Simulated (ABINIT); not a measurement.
Crystal: GaSb3.

```
CELL_PARAMETERS angstrom
0.00000 3.73060 3.73060
3.73060 0.00000 3.73060
3.73060 3.73060 0.00000
ATOMIC_POSITIONS crystal
Sb 0.50000 0.50000 0.50000
Sb 0.75000 0.75000 0.75000
Sb 0.25000 0.25000 0.25000
Ga 0.00000 0.00000 0.00000
```

The cell comes from a database or a generator and needn't be the stable form of this composition.

| Item | Value |
| --- | --- |
| Program | ABINIT 10.8.3 (patched build) |
| Task | single point |
| Functional | PBE |
| Potentials or basis | JTH PAW PBE v2.0 |
| Cutoff | 463 eV |
| k mesh | 6 × 6 × 6 |
| Occupations | fermi-dirac, width 0.05 eV |
| Spin | no spin polarisation |

On this cell: pressure -0.8 GPa; largest force zero by symmetry; band gap on the k mesh none (metal or under the smearing width).

The same run follows on a disturbed copy (atoms moved at random, drawn with an rms of 0.05 Å):

```xyz
4
Lattice="0.0000 3.7306 3.7306 3.7306 0.0000 3.7306 3.7306 3.7306 0.0000" Properties=species:S:1:pos:R:3 pbc="T T T"
Sb    3.7341    3.7222    3.7448
Sb    5.6086    5.6120    5.6238
Sb    1.9298    1.8437    1.8906
Ga   -0.0053    0.0047    0.0411
```

**Question.** What does the disturbed cell give?

**Answer.** The energy (extrapolated to zero smearing) moves by +0.3 meV/atom; pressure -0.8 GPa; largest force 0.049 eV/Å; band gap on the k mesh none (metal or under the smearing width).

Forces on the atoms (eV/Å):
```
Sb  -0.002  0.014  0.020
Sb   0.040 -0.029 -0.007
Sb  -0.037  0.024  0.001
Ga  -0.001 -0.009 -0.015
```

Stress tensor (GPa, compression positive):
```
-0.76 -0.01 -0.28
-0.01 -0.75  0.39
-0.28  0.39 -0.77
```
